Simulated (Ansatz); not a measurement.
**C₃H₅FSSi: up Jacob's ladder to CCSD(T)**

An exercise on one series of results from a longer session: the logs are not shown, and one member is left open.

Computed with Ansatz 0.2.0, Gaussian basis. Level: functionals in def2-TZVPP, the program's frozen cores in correlated methods.

The runs, in order: LDA (SPW92), PBE-D4, revPBE-D4, BLYP-D4, r2SCAN-D4, B97M-V, PBE0-D4, B3LYP-D4, r2SCANh-D4, r2SCAN0-D4, HSE06-D4, BHLYP-D4, CAM-B3LYP-D4, LC-ωPBE, ωB97X-V, ωB97M-V, B2PLYP, PBE-QIDH; CCSD(T)/def2-SVP; CCSD(T)/def2-TZVPP; MP2/def2-QZVPP; extrapolation to the limit; RPA on PBE.

**The geometry**

All runs share one geometry, relaxed beforehand with PBE0-D4 in a triple-zeta def2 set.

SMILES `C=C1S[Si]1(C)F`, 11 atoms, charge 0, spin multiplicity 1.

Atoms are counted from 1 here; the program's logs count them from 0.

Bond lengths: C1–C2 1.322 Å, C1–H7 1.085 Å, C1–H8 1.084 Å, C2–S3 1.818 Å, C2–Si4 1.794 Å, S3–Si4 2.092 Å, Si4–C5 1.842 Å, Si4–F6 1.591 Å, C5–H9 1.092 Å, C5–H10 1.092 Å, C5–H11 1.091 Å. Angles: C2–C1–H7 122.6°, C2–C1–H8 119.9°, H7–C1–H8 117.5°, C1–C2–S3 131.8°, C1–C2–Si4 157.4°, S3–C2–Si4 70.8°, C2–S3–Si4 54.1°, C2–Si4–S3 55.2°, C2–Si4–C5 125.5°, C2–Si4–F6 118.9°, S3–Si4–C5 122.1°, S3–Si4–F6 118.1°, C5–Si4–F6 108.5°, Si4–C5–H9 110.4°, Si4–C5–H10 110.3°, Si4–C5–H11 109.7°, H9–C5–H10 108.2°, H9–C5–H11 109.2° and more.

Set-up of the first run:

in.yaml

```yaml
crystal:
  periodic: [false, false, false]
  atoms:
    - {symbol: C, position_ang: [-0.046176, -2.205143, 0.983811]}
    - {symbol: C, position_ang: [0.196913, -0.914159, 0.831549]}
    - {symbol: S, position_ang: [1.601621, 0.122688, 1.339719]}
    - {symbol: Si, position_ang: [-0.105300, 0.779884, 0.324638]}
    - {symbol: C, position_ang: [-0.033269, 1.407099, -1.405318]}
    - {symbol: F, position_ang: [-1.169012, 1.645843, 1.131378]}
    - {symbol: H, position_ang: [0.644598, -2.874173, 1.486190]}
    - {symbol: H, position_ang: [-0.968075, -2.630416, 0.602732]}
    - {symbol: H, position_ang: [-1.021512, 1.361586, -1.868693]}
    - {symbol: H, position_ang: [0.301787, 2.446547, -1.418153]}
    - {symbol: H, position_ang: [0.663826, 0.803344, -1.987354]}
basis:
  gaussian: {orbitals: def2-TZVPP}
hamiltonian: {xc: lda}
output: {orbitals: {seedname: orbitals}}
```

Among the steps run: LDA; PBE-D4 (GGA); revPBE-D4 (GGA); BLYP-D4 (GGA); r2SCAN-D4 (meta-GGA); B97M-V (meta-GGA); PBE0-D4 (hybrid); B3LYP-D4 (hybrid); r2SCANh-D4 (hybrid); r2SCAN0-D4 (hybrid); HSE06-D4 (hybrid); BHLYP-D4 (hybrid); CAM-B3LYP-D4 (range-separated); LC-ωPBE (range-separated); ωB97X-V (range-separated); ωB97M-V (range-separated); B2PLYP (double hybrid); PBE-QIDH (double hybrid).

One of the session's tables, all rows but one given; the rest of the session is left out.

It belongs to the step «Frontier levels by functional». 

| functional | HOMO (eV) | gap (eV) |
| --- | --- | --- |
| LDA (SPW92) | ? | ? |
| PBE-D4 | -5.62 | 4.02 |
| revPBE-D4 | -5.56 | 4.05 |
| BLYP-D4 | -5.43 | 4.01 |
| r2SCAN-D4 | -5.81 | 4.39 |
| B97M-V | -5.83 | 4.47 |
| PBE0-D4 | -6.67 | 5.97 |
| B3LYP-D4 | -6.44 | 5.56 |
| r2SCANh-D4 | -6.21 | 5.11 |
| r2SCAN0-D4 | -6.80 | 6.19 |
| HSE06-D4 | -6.28 | 5.19 |
| BHLYP-D4 | -7.56 | 7.91 |
| CAM-B3LYP-D4 | -7.89 | 8.32 |
| LC-ωPBE | -9.23 | 10.73 |
| ωB97X-V | -8.87 | 10.33 |
| ωB97M-V | -8.73 | 10.09 |

Estimate the missing values for LDA (SPW92).

The run gave: HOMO (eV): -5.79; gap (eV): 3.96. In the column «HOMO (eV)» it lies between r2SCAN-D4 (-5.81) and PBE-D4 (-5.62).
